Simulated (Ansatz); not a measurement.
# Rh: the cost of one run

Computed with Ansatz 0.2.0 through its Python package. Level of theory: DFT PBEsol, plane waves, PAW.

### Step 1. Starting point

It takes space group P6_3/mmc (No. 194, hexagonal). Conventional cell: a = 2.692 Å, b = 2.692 Å, c = 8.798 Å, α = 90.00°, β = 90.00°, γ = 120.00°. Rh (site symmetry -3m) is surrounded by 12 Rh at 2.69 Å. Rh (site symmetry -6m2) has 12 Rh at 2.69 Å as nearest neighbours.

No structure file is read: the coordinates are typed or built in the script.

### Step 2. Script

Contents of rh.py:

```python
"""How the energy of Rh depends on the smearing."""

import csv
import warnings

import ansatz as az
from ase import Atoms

warnings.simplefilter("ignore", az.DeckWarning)

atoms = Atoms(
    ["Rh", "Rh", "Rh", "Rh"],
    scaled_positions=[
        (0.0, 0.0, 0.0),
        (1 / 3, 2 / 3, 0.25),
        (0.0, 0.0, 0.5),
        (2 / 3, 1 / 3, 0.75),
    ],
    cell=[
        (2.69174, 0.0, 0.0),
        (-1.34587, 2.33112, 0.0),
        (0.0, 0.0, 8.79807),
    ],
    pbc=True,
)
system = az.Crystal.from_ase(atoms)

calculation = (
    system.calculation()
    .functional("pbesol")
    .kpoints(density=3.8)
    .scf(tolerance=1e-09)
    .pseudopotentials("paw")
    .stress()
)

rows = []
for value in [0.25, 0.15, 0.1, 0.05, 0.025]:
    rep = calculation.occupations("methfessel_paxton", width=value).run().report
    rows.append((value, rep["free_energy_ev"] / len(rep["lattice"]["sites"]), rep["n_iterations"], sum(rep["stress_gpa"][i][i] for i in range(3)) / 3, rep["n_kpoints"]))

with open("smear.csv", "w", newline="") as handle:
    writer = csv.writer(handle)
    writer.writerow(["width (eV)", "F/atom (eV)", "iterations", "P (GPa)", "k-points"])
    writer.writerows([round(v, 5) if isinstance(v, float) else v for v in row] for row in rows)

# differences from the last row
for row in rows[:-1]:
    shift = 1000 * (row[1] - rows[-1][1])
    print(f"{row[0]}: {shift:+.2f} meV/atom" + ("  (within 1 meV)" if abs(shift) < 1 else ""))
```

### Step 3. What the engine is handed

The package turns the script's settings into the engine's input (first run):

```yaml
crystal:
  lattice:
    - [2.69174, 0.0, 0.0]
    - [-1.34587, 2.33112, 0.0]
    - [0.0, 0.0, 8.79807]
  atoms:
    - { symbol: Rh, position: [0.0, 0.0, 0.0] }
    - { symbol: Rh, position: [0.3333333333333333, 0.6666666666666666, 0.25] }
    - { symbol: Rh, position: [0.0, 0.0, 0.5] }
    - { symbol: Rh, position: [0.6666666666666666, 0.3333333333333333, 0.75] }
kpoints:
  mp_grid:
    kspacing: 0.2631578947368421
hamiltonian:
  xc: pbesol
  pseudopotentials:
    kind: paw
scf:
  convergence:
    dr2_threshold: 1.0e-09
  occupations:
    method: methfessel_paxton
    width: 0.25
output:
  stress: true
```

### Step 4. The run

Launch:

```sh
$ python rh.py
```

What time and memory should one allow on 1 thread of Arm Neoverse V1, shared host?

About 17 s, with a peak of 0.4 GiB.
